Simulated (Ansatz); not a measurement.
# YSe2 (fluorite): equation of state

How stiff is YSe2 (fluorite)? Energies and pressures are computed at volumes on both sides of the relaxed cell and fitted. This structure was made by substitution into a known type, so it needn't be the compound's stable form.

Computed with Ansatz 0.2.0 (DFT PBE, scalar-relativistic, plane waves, PAW, unless a step's input says otherwise).

1 further run of the same task is left out (set aside as unsound or not needed).

## Step 1: The starting structure

Symmetry: Fm-3m, No. 225, cubic system. The conventional cell has a = 6.859 Å, b = 6.859 Å, c = 6.859 Å, α = 90.00°, β = 90.00°, γ = 90.00°. Around Y (site symmetry m-3m) lie 8 Se at 2.97 Å. Around Se (site symmetry -43m) lie 4 Y at 2.97 Å.

Coordinates:

```cif
data_structure
_symmetry_space_group_name_H-M 'P 1'
_symmetry_Int_Tables_number 1
_cell_length_a 4.8499
_cell_length_b 4.8499
_cell_length_c 4.8499
_cell_angle_alpha 60.000
_cell_angle_beta 60.000
_cell_angle_gamma 60.000
_cell_volume 80.67
loop_
_atom_site_label
_atom_site_type_symbol
_atom_site_fract_x
_atom_site_fract_y
_atom_site_fract_z
_atom_site_occupancy
Y1 Y 0.00000 0.00000 0.00000 1
Se1 Se 0.25000 0.25000 0.25000 1
Se2 Se 0.75000 0.75000 0.75000 1
```

This cell comes from an earlier session at PBE: 26.889 Å³/atom at 0.00 GPa, on a 8×8×8 mesh.

Volume factors to run: 0.980, 1.020, 0.960, 1.040, 1.070, 1.100, 0.945.

## Step 2: Scaling the volume by 0.980

Input file input.yaml:

```yaml
crystal:
  lattice:
    - [0.0, 3.4063937285, 3.4063937285]
    - [3.4063937285, 0.0, 3.4063937285]
    - [3.4063937285, 3.4063937285, 0.0]
  atoms:
    - { symbol: "Y", position: [0.0, 0.0, 0.0] }
    - { symbol: Se, position: [0.25, 0.25, 0.25] }
    - { symbol: Se, position: [0.75, 0.75, 0.75] }
basis:
  ecutwfc: 420
  ecutrho_ratio: 4
kpoints:
  mp_grid: { grid: [8, 8, 8] }
hamiltonian:
  xc: pbe
scf:
  occupations: { method: gaussian, width: 0.05 }
output:
  forces: true
  stress: true
  eigenvalues: true
```

Launch:

```sh
> ansatz run input.yaml --threads 2 --pin off --max-ram 2662MiB --backend cpu --events-out ev --progress --plain --runs-dir out
```

Further steps of the session: Scaling the volume by 1.020; At 0.960 of the relaxed volume; Scaling the volume by 1.040; At 1.070 of the relaxed volume; Volume × 1.100; Volume × 0.945.

Before running it: what results should come out? Wanted: V0; B0; B0′; scatter of the fit.

**Answer**, as computed:

| quantity | value |
| --- | --- |
| V0 | 26.888 Å³/atom |
| B0 | 61 GPa |
| B0′ | 4.1 |
| scatter of the fit | 0.001 meV/atom |

In words: A third-order Birch–Murnaghan fit puts the minimum at 26.89 Å³/atom with a bulk modulus of 61 GPa. One per cent of compression takes about 0.61 GPa. These are values at 0 K without zero-point motion. Spin polarisation wasn't allowed in this run. A separate test found that a distortion of this cell lowers its energy, so it is no minimum.
